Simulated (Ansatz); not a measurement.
# TiAu: the cost of one run

Program: Ansatz 0.2.0. Level of theory: DFT LDA, scalar-relativistic, plane waves, PAW. These are calculated values, not measurements.

1 further run of the same task is left out (set aside as unsound or not needed).

## (1) The structure to begin with

Symmetry: Pm-3m, No. 221, cubic system. The conventional cell has a = 3.192 Å, b = 3.192 Å, c = 3.192 Å, α = 90.00°, β = 90.00°, γ = 90.00°. Ti (site symmetry m-3m) is surrounded by 8 Au at 2.76 Å. Au (site symmetry m-3m) has 8 Ti at 2.76 Å as nearest neighbours.

As a file:

```cif
data_structure
_symmetry_space_group_name_H-M 'Pm-3m'
_symmetry_Int_Tables_number 221
_cell_length_a 3.1916
_cell_length_b 3.1916
_cell_length_c 3.1916
_cell_angle_alpha 90.000
_cell_angle_beta 90.000
_cell_angle_gamma 90.000
_cell_volume 32.51
loop_
_atom_site_label
_atom_site_type_symbol
_atom_site_symmetry_multiplicity
_atom_site_Wyckoff_symbol
_atom_site_fract_x
_atom_site_fract_y
_atom_site_fract_z
_atom_site_occupancy
Ti1 Ti 1 b 0.50000 0.50000 0.50000 1
Au1 Au 1 a 0.00000 0.00000 0.00000 1
```

It is the result of an earlier relaxation at this level (volume 16.26 Å³/atom; gap on the mesh: none (metal)).

## (2) Relaxing at 3 GPa

What is minimised here is the enthalpy; the energy can go up as the cell is squeezed.

Contents of input.yaml:

```yaml
crystal:
  lattice:
    - [3.1915999542, 0.0, 0.0]
    - [0.0, 3.1915999542, 0.0]
    - [0.0, 0.0, 3.1915999542]
  atoms:
    - { symbol: Ti, position: [0.5, 0.5, 0.5] }
    - { symbol: Au, position: [0.0, 0.0, 0.0] }
basis:
  ecutwfc: 420
kpoints:
  mp_grid: { grid: [14, 14, 14] }
hamiltonian:
  xc: lda
scf:
  occupations: { method: fermi_dirac, width: 0.15 }
output:
  forces: true
  stress: true
  eigenvalues: true
relax:
  adjacent_minimum: "off"
  f_tol: 0.001
  max_steps: 60
  cell: { stress_tol: 0.02, p_target: 3.0 }
```

Launch:

```sh
ansatz run input.yaml --threads 1 --pin off --max-ram 3072MiB --backend cpu --events-out ev --progress --plain --runs-dir out
```

Q: Estimate wall time and peak memory on 1 thread of Arm Neoverse V1, shared host.

About 23 s, with a peak of 0.37 GiB.
